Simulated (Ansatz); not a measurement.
**Sc: how the settings move a relaxation**

How sensitive is a relaxation of Sc to its settings? A reference run comes first, then one run with altered input.

Method: reference: DFT, r2SCAN, PAW with Ansatz's default frozen-core files, scalar-relativistic; relaxation of cell and atoms, in Ansatz 0.2.0.

**1. Starting point**

The structure is hexagonal, space group P6_3/mmc (No. 194). Conventional cell: a = 3.309 Å, b = 3.309 Å, c = 5.273 Å, α = 90.00°, β = 90.00°, γ = 120.00°. Sc (site symmetry -6m2) is surrounded by 12 Sc at 3.26 to 3.31 Å.

As a file:

```
Sc
1.0
     3.30900    0.00000    0.00000
    -1.65450    2.86568    0.00000
     0.00000    0.00000    5.27330
Sc
2
Direct
  0.33333 0.66667 0.25000
  0.66667 0.33333 0.75000
```

**2. The reference run**

input.yaml reads:

```yaml
crystal:
  lattice:
    - [3.30899999999, 0.0, 0.0]
    - [-1.6545, 2.86567806111, 0.0]
    - [0.0, 0.0, 5.2733]
  atoms:
    - { symbol: Sc, position: [0.333333333333, 0.666666666667, 0.25] }
    - { symbol: Sc, position: [0.666666666667, 0.333333333333, 0.75] }
kpoints:
  mp_grid: { grid: [14, 14, 8] }
scf:
  occupations: { method: fermi_dirac, width: 0.08 }
hamiltonian:
  xc: r2scan
  pseudopotentials: { kind: paw }
relax:
  f_tol: 0.002
  max_steps: 80
  cell: {}
output:
  forces: true
  stress: true
```

Started as:

```bash
> ansatz run input.yaml --threads 1 --pin off --max-ram 3072MiB --backend cpu --events-out ev --progress --plain --runs-dir out
```

The main lines of its log:

```text
[...]
Basis set: ecut = 500 eV, 1255 PW (Γ), exchange–correlation on 100×100×160 points (64 copies of the dense FFT grid, shifted against one another)
[...]
k-points: 120 of 1568
[...]
SCF iter   1: F=—  HF=-4281.155445 eV  |F-HF|=—  |Δ(HF+E_count)|=         —  Δρ=1.10e-2  dr2=6.25e-2  dr2_τ=4.89e-3  ethr=1.77e-3  ⟨swp⟩=3.1  Hψ=7776  notcnv=0
preconditioner: auto → none  [metal: Δε(μ)=0.006 eV  Ē_g=2.781 eV  σ=0.080 eV  W_gap=0.02  n_scr=8 (ndim 8)  ℏωp=12.9 eV  f_vac=0.000  D(μ)=3.92/eV (n_scr^D=36)  sad-step TF]
SCF iter   2: F=—  HF=-4281.183007 eV  |F-HF|=—  |Δ(HF+E_count)|=   2.76e-2  Δρ=4.91e-3  dr2=1.42e-2  dr2_τ=4.00e-4  ethr=2.84e-4  ⟨swp⟩=3.0  Hψ=4317  notcnv=0
[...]
relax step   1: F+E_penalty+E_count = -4281.18041462 eV  Δ(F+E_penalty+E_count) = +0.000e0 eV  max|allowed force component| = 7.401e-17 eV/Å  Δτ_max = 0.0000 Å  P = -0.007 GPa  Ω = 50.004 Å³  (6 SCF iters, dr2 threshold 1.00e-7 eV, accepted)
[...]
Basis set: ecut = 500 eV, 1243 PW (Γ), exchange–correlation on 100×100×160 points (64 copies of the dense FFT grid, shifted against one another)
[...]
relax step   2: F+E_penalty+E_count = -4281.18308153 eV  Δ(F+E_penalty+E_count) = -2.667e-3 eV  max|allowed force component| = 1.018e-16 eV/Å  Δτ_max = 0.0000 Å  P = -0.066 GPa  Ω = 49.998 Å³  energy of the carried Pulay correction = +7.563e-6 eV  (5 SCF iters
[...]
relax step   3: F+E_penalty+E_count = -4281.18325924 eV  Δ(F+E_penalty+E_count) = -1.777e-4 eV  max|allowed force component| = 3.238e-17 eV/Å  Δτ_max = 0.0000 Å  P = +0.056 GPa  Ω = 49.876 Å³  energy of the carried Pulay correction = +7.912e-5 eV  (4 SCF iters
[...]
relax step   4: F+E_penalty+E_count = -4281.18323209 eV  Δ(F+E_penalty+E_count) = +2.715e-5 eV  max|allowed force component| = 1.480e-16 eV/Å  Δτ_max = 0.0000 Å  P = -0.013 GPa  Ω = 49.937 Å³  energy of the carried Pulay correction = +4.354e-5 eV  (4 SCF iters
[...]
SCF iter   4: F=—  HF=-4281.183195 eV  |F-HF|=—  |Δ(HF+E_count)|=  4.98e-10  Δρ=4.36e-7  dr2=4.34e-11  dr2_τ=2.27e-11  ethr=2.53e-12  ⟨swp⟩=2.0  Hψ=2964  notcnv=0
SCF iter   5: F=-4281.183195 eV  HF=-4281.183195 eV  |F-HF|=7.28e-12  |Δ(HF+E_count)|=  4.73e-11  Δρ=1.45e-7  dr2=5.17e-12  dr2_τ=2.37e-12  ethr=1.00e-12  ⟨swp⟩=4.9  Hψ=6698  notcnv=0
[...]
relax step   5: F+E_penalty+E_count = -4281.18319456 eV  Δ(F+E_penalty+E_count) = +3.754e-5 eV  max|allowed force component| = 1.388e-16 eV/Å  Δτ_max = 0.0000 Å  P = -0.013 GPa  Ω = 49.937 Å³  stress off target by 1.39e-2 GPa  SCF on the basis re-selected at t
[...]
SCF converged after 5 iterations
Free energy (F): -4281.183195 eV
[...]
E sigma→0 (E₀):  -4281.143323 eV
[...]
Fermi energy:    9.133298 eV
[...]
  P = ⅓ Tr σ = -0.0131 GPa (-0.131 kbar)
--- Relaxed structure (4 steps of the walk, 4 accepted, 1 SCFs on fresh bases) ---
[...]
```

Wall time 45 s (1 thread of Intel Xeon Platinum 8259CL at 2.50GHz (Skylake/Cascade Lake), shared host); peak memory 0.57 GiB.

**3. Variant: xc_grid 3**

input.yaml: that of step 2 with these lines changed.

```diff
@@ -22 +22,3 @@
   stress: true
+basis:
+  xc_grid: 3
```

Started as:

```bash
> ansatz run input.yaml --threads 1 --pin off --max-ram 3072MiB --backend cpu --events-out ev --progress --plain --runs-dir out
```

The log of the run, shortened:

```text
[...]
Pseudopotentials: kind: paw
Pseudopotential: Sc, paw, valence charge 11, recommended cutoff 500 eV (meta_gga), Sc.paw.azcp
Functional definition: r2SCAN
[...]
Crystal: 2 atoms, lattice volume = 50.004 Å³
Basis set: ecut = 500 eV, 1255 PW (Γ), exchange–correlation on 75×75×120 points (27 copies of the dense FFT grid, shifted against one another)
Bands: 15, of which v1, the nominal top of the filled ones, is band 11 counted from 1 (10 counted from 0)
Symmetry: 24 space group operations
Space group: P63/mmc (ITA 194), of the structure as read, at distance tolerance 3.7e-5 Å
k-points: 120 of 1568
[...]
SCF iter   1: F=—  HF=-4281.155440 eV  |F-HF|=—  |Δ(HF+E_count)|=         —  Δρ=1.10e-2  dr2=6.25e-2  dr2_τ=4.89e-3  ethr=1.77e-3  ⟨swp⟩=3.1  Hψ=7776  notcnv=0
[...]
relax step   1: F+E_penalty+E_count = -4281.18040975 eV  Δ(F+E_penalty+E_count) = +0.000e0 eV  max|allowed force component| = 2.313e-17 eV/Å  Δτ_max = 0.0000 Å  P = -0.007 GPa  Ω = 50.004 Å³  (6 SCF iters, dr2 threshold 1.00e-7 eV, accepted)
[...]
relax step   4: F+E_penalty+E_count = -4281.18322768 eV  Δ(F+E_penalty+E_count) = +2.714e-5 eV  max|allowed force component| = 5.551e-17 eV/Å  Δτ_max = 0.0000 Å  P = -0.013 GPa  Ω = 49.937 Å³  energy of the carried Pulay correction = +4.365e-5 eV  (4 SCF iters, dr2 threshold 9.52e-9 eV, accepted)
[...]
relax step   5: F+E_penalty+E_count = -4281.18319015 eV  Δ(F+E_penalty+E_count) = +3.753e-5 eV  max|allowed force component| = 7.401e-17 eV/Å  Δτ_max = 0.0000 Å  P = -0.013 GPa  Ω = 49.937 Å³  stress off target by 1.40e-2 GPa  SCF on the basis re-selected at this cell (its energy is not [...]
SCF converged after 5 iterations
Free energy (F): -4281.183190 eV
[...]
E sigma→0 (E₀):  -4281.143319 eV
Entropy (-TS):   -0.079742 eV (-39.871 meV/atom)
Fermi energy:    9.133342 eV
[...]
--- Forces (eV/Å), atoms counted from 1 ---
  atom   1  Sc    -0.00000000    -0.00000000     0.00000000
  atom   2  Sc     0.00000000     0.00000000     0.00000000
[...]
--- Stress (GPa, compression-positive) ---
       -0.013953      -0.000000       0.000000
       -0.000000      -0.013953       0.000000
        0.000000       0.000000      -0.011373
  P = ⅓ Tr σ = -0.0131 GPa (-0.131 kbar)
--- Relaxed structure (4 steps of the walk, 4 accepted, 1 SCFs on fresh bases) ---
  F+E_penalty+E_count = -4281.18319015 eV   max|allowed force component| = 7.401e-17 eV/Å   (the final SCF, on the basis selected at the relaxed cell)
  cell:  # Å, volume = 49.9372 Å³
    - [3.3289198329706067, 2.9041265745524005e-12, 0.0]
    - [-1.6644599164878184, 2.8829291425129435, 0.0]
    - [0.0, 0.0, 5.203393621946338]
  atoms:
    - { symbol: Sc, position: [0.33333333333333337, 0.6666666666666667, 0.24999999999999997] }
    - { symbol: Sc, position: [0.6666666666666667, 0.3333333333333333, 0.75] }
```

It took 48 s on 1 thread of Intel Xeon Platinum 8259CL at 2.50GHz (Skylake/Cascade Lake), shared host; peak memory 0.51 GiB.

Changing the numerical grids hardly moves the energy: 0.0 meV/atom.

**4. Side by side**

```csv
run,ending,energy change,pressure (GPa),gap (eV),force (eV/Å),cycles,time
reference,converged,0,0.0,0.00,0.00,24,45 s
1: xc_grid 3,converged,0.0 meV/atom,0.0,0.00,0.00,24,48 s
```

What this shows: Changing the numerical grids hardly moves the energy: 0.0 meV/atom.
